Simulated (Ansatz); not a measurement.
# Rb2H2Pt: the cost of one run

Program: Ansatz 0.2.0. Level of theory: reference: DFT PBE, plane waves, PAW, scalar-relativistic, no spin polarisation. These are calculated values, not measurements.

1 further run of the same task is left out (set aside as unsound or not needed).

## 1. The structure to begin with

It takes space group P-3m1 (No. 164, trigonal). The conventional cell has a = 5.387 Å, b = 5.387 Å, c = 5.242 Å, α = 90.00°, β = 90.00°, γ = 120.00°. H (site symmetry 3m) is surrounded by 1 H at 1.26 Å. Pt (site symmetry -3m) has 2 H at 1.99 Å as nearest neighbours. Rb (site symmetry 3m) is surrounded by 6 H at 3.16 to 3.60 Å and 3 Pt at 3.43 Å.

As a file:

```xyz
5
Lattice="5.3872 0.0000 0.0000 -2.6936 4.6655 0.0000 0.0000 0.0000 5.2424" Properties=species:S:1:pos:R:3 pbc="T T T"
H     0.0000    0.0000    1.9890
H     0.0000    0.0000    3.2534
Pt    0.0000    0.0000    0.0000
Rb   -0.0003    3.1105    1.4459
Rb    2.6939    1.5550    3.7966
```

## 2. Baseline

File input.yaml:

```yaml
crystal:
  lattice:
    - [5.387221, 0.0, 0.0]
    - [-2.693611, 4.665473, 0.0]
    - [0.0, 0.0, 5.242426]
  atoms:
    - { symbol: H, position: [0.0, 0.0, 0.3794] }
    - { symbol: H, position: [0.0, 0.0, 0.6206] }
    - { symbol: Pt, position: [0.0, 0.0, 0.0] }
    - { symbol: Rb, position: [0.3333, 0.6667, 0.2758] }
    - { symbol: Rb, position: [0.6667, 0.3333, 0.7242] }
  symmetry: { tolerance: 0.0003 }
kpoints:
  mp_grid: { grid: [4, 4, 4], shift: [0, 0, 0] }
magnetization:
  spin_polarized: false
scf:
  occupations: { method: fermi_dirac, width: 0.0248 }
hamiltonian:
  pseudopotentials: { kind: paw }
  xc: pbe
basis:
  ecutwfc: 420
output:
  forces: true
  stress: true
  eigenvalues: true
  write_density: true
  write_potential: true
  elf: true
  volumetric_format: npy
```

The run is started by

```sh
$ ansatz run input.yaml --threads 1 --pin off --max-ram 2560MiB --backend cpu --events-out ev --progress --plain --runs-dir out
```

Q: Estimate wall time and peak memory on 1 thread of Arm Neoverse V1, shared host.

About 4.2 s, with a peak of 0.37 GiB.
